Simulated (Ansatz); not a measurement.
# CH5FOSiTe: shift of H9 from Si3 to O4, part 2 of 3

How high is the barrier for the shift of H9 from Si3 to O4? Relax the two ends, then run a nudged elastic band between them. SMILES of the start: C[Te][SiH](O)F.

Ansatz 0.2.0; RKS BLYP-D4/def2-SVP. Earlier steps stand in the parts before.

## (6) The band, image by image

The 9 inner images lie between the fixed ends 0 and 10. Energy is taken from image 0, and the path length is the program's own coordinate along the band.

| image | path (Å) | energy (eV) | H9–Si3 (Å) | H9–O4 (Å) | band force (eV/Å) |
| --- | --- | --- | --- | --- | --- |
| 0 | 0.000 | 0.0000 | 1.50 | 2.66 | - |
| 1 | 0.376 | 0.0210 | 1.50 | 2.63 | 0.020 |
| 2 | 0.751 | 0.1856 | 1.50 | 2.47 | 0.049 |
| 3 | 1.127 | 0.7838 | 1.50 | 2.14 | 0.022 |
| 4 | 1.502 | 1.9869 | 1.52 | 1.75 | 0.012 |
| 5* | 1.878 | 2.7692 | 1.64 | 1.35 | 0.014 |
| 6 | 2.408 | 1.8754 | 2.15 | 1.00 | 0.016 |
| 7 | 2.939 | 1.6131 | 2.62 | 0.98 | 0.026 |
| 8 | 3.470 | 1.5792 | 2.71 | 0.98 | 0.019 |
| 9 | 4.001 | 1.5688 | 2.70 | 0.98 | 0.004 |
| 10 | 4.532 | 1.5626 | 2.70 | 0.98 | - |

The star marks the climbing image.

image, energy (eV) and a bar:
```
        0      0.000 
        1      0.021 
        2      0.186 ##
        3      0.784 ########
        4      1.987 ######################
        5      2.769 ##############################
        6      1.875 ####################
        7      1.613 #################
        8      1.579 #################
        9      1.569 #################
       10      1.563 #################
```

How the highest energy settled:

| iteration | highest image above image 0 (eV) | largest band force (eV/Å) |
| --- | --- | --- |
| 1 | 4.7362 | 10.892 |
| 3 | 2.9004 | 2.211 |
| 5 | 2.8353 | 0.896 |
| 7 | 2.8070 | 0.708 |
| 9 | 2.7762 | 0.258 |
| 11 | 2.7723 | 0.134 |
| 13 | 2.7700 | 0.103 |
| 15 | 2.7692 | 0.049 |

Positions of all images (Å):

```xyz
10
image=0 dE=0.0000
C    -1.542   -0.326    0.907
Te   -0.085    1.316    1.263
Si    1.138    0.648   -0.841
O     1.575   -0.969   -0.771
F     0.148    0.724   -2.143
H    -0.978   -1.242    0.663
H    -2.198   -0.035    0.071
H    -2.118   -0.457    1.839
H     2.289    1.570   -1.095
H     1.854   -1.280    0.110
10
image=1 dE=0.0210
C    -1.531   -0.298    0.856
Te   -0.083    1.334    1.314
Si    1.104    0.623   -0.797
O     1.510   -1.000   -0.683
F     0.039    0.674   -2.038
H    -0.951   -1.167    0.503
H    -2.220    0.061    0.073
H    -2.072   -0.537    1.787
H     2.286    1.471   -1.147
H     2.002   -1.212    0.133
10
image=2 dE=0.1856
C    -1.532   -0.299    0.831
Te   -0.098    1.339    1.357
Si    1.079    0.642   -0.785
O     1.472   -0.981   -0.619
F    -0.066    0.713   -1.953
H    -0.936   -1.147    0.451
H    -2.219    0.082    0.058
H    -2.076   -0.583    1.748
H     2.380    1.233   -1.233
H     2.078   -1.051    0.146
10
image=3 dE=0.7838
C    -1.540   -0.303    0.830
Te   -0.115    1.331    1.398
Si    1.059    0.720   -0.802
O     1.532   -0.892   -0.650
F    -0.151    0.732   -1.915
H    -0.946   -1.148    0.441
H    -2.223    0.093    0.061
H    -2.091   -0.595    1.742
H     2.468    0.938   -1.255
H     2.090   -0.926    0.153
10
image=4 dE=1.9869
C    -1.546   -0.297    0.833
Te   -0.117    1.311    1.434
Si    1.036    0.872   -0.827
O     1.642   -0.793   -0.721
F    -0.210    0.719   -1.896
H    -0.965   -1.146    0.436
H    -2.223    0.114    0.067
H    -2.102   -0.591    1.742
H     2.491    0.651   -1.214
H     2.078   -0.891    0.150
10
image=5 dE=2.7692
C    -1.554   -0.288    0.834
Te   -0.108    1.282    1.460
Si    1.003    1.061   -0.849
O     1.769   -0.718   -0.786
F    -0.243    0.713   -1.879
H    -0.986   -1.142    0.426
H    -2.222    0.141    0.070
H    -2.114   -0.586    1.738
H     2.468    0.382   -1.148
H     2.070   -0.895    0.137
10
image=6 dE=1.8754
C    -1.564   -0.302    0.839
Te   -0.114    1.249    1.474
Si    0.888    1.340   -0.929
O     1.894   -0.614   -0.823
F    -0.329    0.673   -1.841
H    -1.000   -1.156    0.429
H    -2.221    0.132    0.068
H    -2.134   -0.600    1.735
H     2.600    0.043   -1.078
H     2.062   -0.816    0.129
10
image=7 dE=1.6131
C    -1.554   -0.340    0.839
Te   -0.039    1.158    1.460
Si    0.803    1.451   -1.046
O     1.925   -0.455   -0.821
F    -0.429    0.622   -1.804
H    -1.036   -1.223    0.433
H    -2.191    0.115    0.063
H    -2.141   -0.605    1.734
H     2.847   -0.182   -1.014
H     1.898   -0.593    0.160
10
image=8 dE=1.5792
C    -1.524   -0.394    0.866
Te    0.058    1.049    1.457
Si    0.764    1.493   -1.103
O     1.926   -0.363   -0.874
F    -0.477    0.640   -1.818
H    -1.069   -1.382    0.687
H    -1.989   -0.013   -0.058
H    -2.252   -0.443    1.694
H     2.888   -0.181   -0.957
H     1.758   -0.457    0.108
10
image=9 dE=1.5688
C    -1.522   -0.434    0.899
Te    0.078    0.996    1.470
Si    0.740    1.526   -1.090
O     1.939   -0.309   -0.935
F    -0.489    0.668   -1.825
H    -1.143   -1.464    1.003
H    -1.788   -0.218   -0.149
H    -2.380   -0.264    1.573
H     2.897   -0.097   -0.982
H     1.751   -0.455    0.038
10
image=10 dE=1.5626
C    -1.534   -0.470    0.924
Te    0.109    0.909    1.493
Si    0.711    1.555   -1.058
O     1.970   -0.241   -0.998
F    -0.498    0.679   -1.806
H    -1.289   -1.484    1.282
H    -1.611   -0.441   -0.177
H    -2.463   -0.103    1.395
H     2.920    0.008   -1.010
H     1.769   -0.462   -0.042
```

## (7) Vibrations at the top

The geometry is the highest inner image of the first converged band.

input.yaml reads:

```yaml
crystal:
  periodic: [false, false, false]
  atoms:
    - { symbol: C, position_ang: [-1.553604, -0.288144, 0.834181] }
    - { symbol: Te, position_ang: [-0.107864, 1.281604, 1.460084] }
    - { symbol: Si, position_ang: [1.002609, 1.060644, -0.84877] }
    - { symbol: O, position_ang: [1.768632, -0.71777, -0.786023] }
    - { symbol: F, position_ang: [-0.243063, 0.713023, -1.878649] }
    - { symbol: H, position_ang: [-0.986284, -1.141533, 0.426367] }
    - { symbol: H, position_ang: [-2.221572, 0.140671, 0.069936] }
    - { symbol: H, position_ang: [-2.113754, -0.586376, 1.737529] }
    - { symbol: H, position_ang: [2.467727, 0.38162, -1.148269] }
    - { symbol: H, position_ang: [2.070272, -0.89484, 0.136515] }
basis:
  gaussian: { orbitals: def2-SVP }
hamiltonian:
  xc: blyp
  dispersion: d4
phonons: {}
```

The run is started by

```console
> ansatz run input.yaml --threads 2 --pin off --max-ram 3072MiB --backend cpu --events-out ev --progress --plain --runs-dir out
```

The log of the run (excerpt; [...] marks lines left out):

```text
Warning: RAYON_NUM_THREADS=2 ignored (pool sized by the plan → 2); use --threads N
[...]
Functional definition: BLYP
[...]
1255 factors; their error is unknown
[...]
mean field -21043.50957935 eV, -773.3347132379 hartree, gradient 6.9e-5 eV, S^2 0.000000; 0 other end points of the search recorded, 0 dependent functions left out
[...]
reference -21043.50991085 eV, -773.3347254204 hartree; 33, 33 occupied and 78, 78 virtual orbitals, 1255 factors
[...]
1255 factors; their error is unknown
[...]
WARN: phonons: modes at or below zero, which the zero-point energy, F, S and C_V leave out: 1, the lowest at -1308.44 cm⁻¹. A minimum has none, and a first-order saddle one
[...]
Atom 7 at    -2.113754    -0.586376     1.737529 Å, force    -0.000213     0.001933    -0.003264 eV/Å
Atom 8 at     2.467727     0.381620    -1.148269 Å, force     0.005592     0.007316    -0.003078 eV/Å
Atom 9 at     2.070272    -0.894840     0.136515 Å, force    -0.005933    -0.001388     0.002894 eV/Å
Dipole moment:     0.185904    -0.166183     0.311866 e Å
Vibrations: -1308.44 35.55 86.11 125.23 135.87 179.77 260.24 333.16 359.56 473.30 539.43 698.20 809.64 815.74 825.52 1013.79 1189.67 1394.49 1403.44 1737.27 2995.89 3110.75 3126.81 3555.26 cm⁻¹, zero-point energy 1.562492 eV
```

It took 69 s on 2 threads of Arm Neoverse V2, shared host; peak memory 0.14 GiB.

Of 24 modes, 1 is imaginary by more than 30 cm⁻¹ (1308i cm⁻¹).

## (8) The band again, with other settings

crystal.atoms is end A as relaxed above, and neb.final_atoms is end B, turned to lie on A. With 6 inner images the band has 8 in all. The start path is listed, through a guess of the saddle.

input.yaml reads:

```yaml
crystal:
  periodic: [false, false, false]
  atoms:
    - { symbol: C, position_ang: [-1.541611, -0.326408, 0.907063] }
    - { symbol: Te, position_ang: [-0.084537, 1.315949, 1.262595] }
    - { symbol: Si, position_ang: [1.137835, 0.647727, -0.840686] }
    - { symbol: O, position_ang: [1.574824, -0.968851, -0.770884] }
    - { symbol: F, position_ang: [0.148387, 0.724382, -2.142662] }
    - { symbol: H, position_ang: [-0.978002, -1.242389, 0.662614] }
    - { symbol: H, position_ang: [-2.19837, -0.0349, 0.070555] }
    - { symbol: H, position_ang: [-2.118172, -0.456639, 1.839287] }
    - { symbol: H, position_ang: [2.289175, 1.570294, -1.095298] }
    - { symbol: H, position_ang: [1.85357, -1.280266, 0.110316] }
basis:
  gaussian: { orbitals: def2-SVP }
hamiltonian:
  xc: blyp
  dispersion: d4
neb:
  order_check: false
  images: 6
  f_tol: 0.05
  max_iterations: 60
  climbing: false
  final_atoms:
    - { symbol: C, position_ang: [-1.53443134, -0.4696977, 0.9237194] }
    - { symbol: Te, position_ang: [0.10947986, 0.90861668, 1.49301779] }
    - { symbol: Si, position_ang: [0.71106877, 1.55452195, -1.05824404] }
    - { symbol: O, position_ang: [1.96957378, -0.24140551, -0.99812748] }
    - { symbol: F, position_ang: [-0.49803031, 0.67911907, -1.80574293] }
    - { symbol: H, position_ang: [-1.28878547, -1.48415794, 1.28215475] }
    - { symbol: H, position_ang: [-1.61116876, -0.44126339, -0.1766914] }
    - { symbol: H, position_ang: [-2.46305492, -0.10306496, 1.39465452] }
    - { symbol: H, position_ang: [2.91970926, 0.008107, -1.00978507] }
    - { symbol: H, position_ang: [1.76873814, -0.46187621, -0.04205553] }
  initial_path:
    images:
      - { positions_ang: [[-1.541611, -0.326408, 0.907063], [-0.084537, 1.315949, 1.262595], [1.137835, 0.647727, -0.840686], [1.574824, -0.968851, -0.770884], [0.148387, 0.724382, -2.142662], [-0.978002, -1.242389, 0.662614], [-2.19837, -0.0349, 0.070555], [-2.118172, -0.456639, 1.839287], [2.289175, 1.570294, -1.095298], [1.85357, -1.280266, 0.110316]] }
      - { positions_ang: [[-1.52858765, -0.33870505, 0.90708578], [-0.11420208, 1.29528632, 1.30307114], [1.10914397, 0.71277068, -0.80756661], [1.61273733, -0.90021755, -0.76906406], [0.12128135, 0.84670874, -2.11353075], [-0.98189999, -1.24888249, 0.69913865], [-2.14948834, -0.04830607, 0.0346011], [-2.1610906, -0.44355793, 1.79809167], [2.22485218, 1.22894514, -1.14828671], [1.95035282, -1.15514279, 0.09935977]] }
      - { positions_ang: [[-1.5155643, -0.35100211, 0.90710857], [-0.14386717, 1.27462363, 1.34354727], [1.08045295, 0.77781435, -0.77444721], [1.65065067, -0.83158409, -0.76724412], [0.0941757, 0.96903549, -2.08439949], [-0.98579797, -1.25537598, 0.73566331], [-2.10060668, -0.06171213, -0.00135279], [-2.20400919, -0.43047685, 1.75689635], [2.16052935, 0.88759627, -1.20127541], [2.04713564, -1.03001958, 0.08840354]] }
      - { positions_ang: [[-1.50254095, -0.36329916, 0.90713135], [-0.17353225, 1.25396095, 1.38402341], [1.05176192, 0.84285803, -0.74132782], [1.688564, -0.76295064, -0.76542418], [0.06707006, 1.09136223, -2.05526824], [-0.98969596, -1.26186946, 0.77218796], [-2.05172502, -0.0751182, -0.03730669], [-2.24692779, -0.41739578, 1.71570102], [2.09620653, 0.54624741, -1.25426412], [2.14391846, -0.90489638, 0.07744731]] }
      - { positions_ang: [[-1.50151529, -0.38376912, 0.90951084], [-0.14581556, 1.19577062, 1.41694095], [0.99079532, 0.97240016, -0.77240754], [1.74495682, -0.65902986, -0.79788753], [-0.02527527, 1.0848961, -2.00713694], [-1.0340936, -1.29640788, 0.86069378], [-1.96783913, -0.13317011, -0.0726276], [-2.29619678, -0.3668852, 1.6521821], [2.18628285, 0.32307784, -1.24204799], [2.13179962, -0.78798355, 0.05567994]] }
      - { positions_ang: [[-1.51248731, -0.41241198, 0.91424702], [-0.06071709, 1.10005264, 1.44229989], [0.89755314, 1.16644076, -0.86768638], [1.81982914, -0.51982174, -0.86463418], [-0.18286028, 0.94963709, -1.94000561], [-1.11899089, -1.35899123, 1.00118077], [-1.84894901, -0.23586787, -0.10731554], [-2.35181616, -0.27894512, 1.56633957], [2.43075832, 0.21808756, -1.16462701], [2.01077913, -0.6792811, 0.02310145]] }
      - { positions_ang: [[-1.52345933, -0.44105484, 0.91898321], [0.02438139, 1.00433466, 1.46765884], [0.80431095, 1.36048135, -0.96296521], [1.89470146, -0.38061363, -0.93138083], [-0.3404453, 0.81437808, -1.87287427], [-1.20388818, -1.42157459, 1.14166776], [-1.73005888, -0.33856563, -0.14200347], [-2.40743554, -0.19100504, 1.48049705], [2.67523379, 0.11309728, -1.08720604], [1.88975863, -0.57057866, -0.00947704]] }
      - { positions_ang: [[-1.53443134, -0.4696977, 0.9237194], [0.10947986, 0.90861668, 1.49301779], [0.71106877, 1.55452195, -1.05824404], [1.96957378, -0.24140551, -0.99812748], [-0.49803031, 0.67911907, -1.80574293], [-1.28878547, -1.48415794, 1.28215475], [-1.61116876, -0.44126339, -0.1766914], [-2.46305492, -0.10306496, 1.39465452], [2.91970926, 0.008107, -1.00978507], [1.76873814, -0.46187621, -0.04205553]] }
```

The run is started by

```console
> ansatz run input.yaml --threads 2 --pin off --max-ram 3072MiB --backend cpu --events-out ev --progress --plain --runs-dir out
```

The log of the run (excerpt; [...] marks lines left out):

```text
Warning: RAYON_NUM_THREADS=2 ignored (pool sized by the plan → 2); use --threads N
[...]
[... 1 set-up line as earlier in the session ...]
[...]
1255 factors; their error is unknown
[...]
mean field -21046.29466335 eV, -773.4370631872 hartree, gradient 6.8e-5 eV, S^2 0.000000; 0 other end points of the search recorded, 0 dependent functions left out
[...]
reference -21046.29499760 eV, -773.4370754707 hartree; 33, 33 occupied and 78, 78 virtual orbitals, 1255 factors
1255 factors; their error is unknown
[...]
Atom 6 at    -2.016408     0.024160    -0.078510 Å, force    -0.013379     0.003085    -0.006906 eV/Å
Atom 7 at    -2.356333    -0.349493     1.669433 Å, force     0.063164     0.046110     0.005863 eV/Å
Atom 8 at     2.504223     0.661174    -1.249158 Å, force    -0.034052     2.001131    -0.379085 eV/Å
Atom 9 at     2.189636    -0.874208     0.018307 Å, force    -0.031567    -0.191682     0.073799 eV/Å
Dipole moment:     0.103157     0.006812     0.330404 e Å
this run last wrote the band of iteration 18 to <dir>
```

It took 3.6 min on 2 threads of Arm Neoverse V2, shared host; peak memory 0.15 GiB.

## (9) What the band shows

The 6 inner images lie between the fixed ends 0 and 7. Energy is taken from image 0, and the path length is the program's own coordinate along the band.

| image | path (Å) | energy (eV) | H9–Si3 (Å) | H9–O4 (Å) | band force (eV/Å) |
| --- | --- | --- | --- | --- | --- |
| 0 | 0.000 | 0.0000 | 1.50 | 2.66 | - |
| 1 | 0.573 | 0.0256 | 1.50 | 2.61 | 0.019 |
| 2 | 1.146 | 0.5625 | 1.50 | 2.24 | 0.017 |
| 3 | 1.719 | 2.3114 | 1.56 | 1.65 | 0.018 |
| 4 | 2.292 | 2.2572 | 1.87 | 1.07 | 0.024 |
| 5 | 2.865 | 1.6642 | 2.48 | 0.98 | 0.026 |
| 6 | 3.439 | 1.5707 | 2.69 | 0.98 | 0.011 |
| 7 | 4.013 | 1.5626 | 2.70 | 0.98 | - |

image, energy (eV) and a bar:
```
        0      0.000 
        1      0.026 
        2      0.563 #######
        3      2.311 ##############################
        4      2.257 #############################
        5      1.664 ######################
        6      1.571 ####################
        7      1.563 ####################
```

## (10) Dynamics from the top

It starts at the highest inner image of the first converged band: 200 steps of 0.5 fs at constant energy, with velocities drawn for 300 K.

input.yaml reads:

```yaml
crystal:
  periodic: [false, false, false]
  atoms:
    - { symbol: C, position_ang: [-1.553604, -0.288144, 0.834181] }
    - { symbol: Te, position_ang: [-0.107864, 1.281604, 1.460084] }
    - { symbol: Si, position_ang: [1.002609, 1.060644, -0.84877] }
    - { symbol: O, position_ang: [1.768632, -0.71777, -0.786023] }
    - { symbol: F, position_ang: [-0.243063, 0.713023, -1.878649] }
    - { symbol: H, position_ang: [-0.986284, -1.141533, 0.426367] }
    - { symbol: H, position_ang: [-2.221572, 0.140671, 0.069936] }
    - { symbol: H, position_ang: [-2.113754, -0.586376, 1.737529] }
    - { symbol: H, position_ang: [2.467727, 0.38162, -1.148269] }
    - { symbol: H, position_ang: [2.070272, -0.89484, 0.136515] }
basis:
  gaussian: { orbitals: def2-SVP }
hamiltonian:
  xc: blyp
  dispersion: d4
md:
  timestep: 0.5
  n_steps: 200
  ensemble: nve
  temperature: 300.0
  initial_velocities: maxwell_boltzmann
  seed: 4894
```

The run is started by

```console
> ansatz run input.yaml --threads 2 --pin off --max-ram 3072MiB --backend cpu --events-out ev --progress --plain --runs-dir out
```

The log of the run (excerpt; [...] marks lines left out):

```text
Warning: RAYON_NUM_THREADS=2 ignored (pool sized by the plan → 2); use --threads N
[...]
[... 1 set-up line as earlier in the session ...]
[...]
1255 factors; their error is unknown
[...]
mean field -21043.50957935 eV, -773.3347132379 hartree, gradient 6.9e-5 eV, S^2 0.000000; 0 other end points of the search recorded, 0 dependent functions left out
[...]
reference -21043.50991085 eV, -773.3347254204 hartree; 33, 33 occupied and 78, 78 virtual orbitals, 1255 factors
[...]
md step    56: t =    28.00 fs  T =   997.3 K  F+E_penalty+E_count = -21044.80260977 eV  E_kin = 1.031261 eV  conserved = -21043.77134833 eV  (31 SCF iters, 3 dispersion substeps)
md step    57: t =    28.50 fs  T =   969.7 K  F+E_penalty+E_count = -21044.77318195 eV  E_kin = 1.002772 eV  conserved = -21043.77041013 eV  (31 SCF iters, 3 dispersion substeps)
md step    58: t =    29.00 fs  T =   942.3 K  F+E_penalty+E_count = -21044.74391192 eV  E_kin = 0.974386 eV  conserved = -21043.76952561 eV  (31 SCF iters, 3 dispersion substeps)
```

(Part 2 of 3 ends here.)
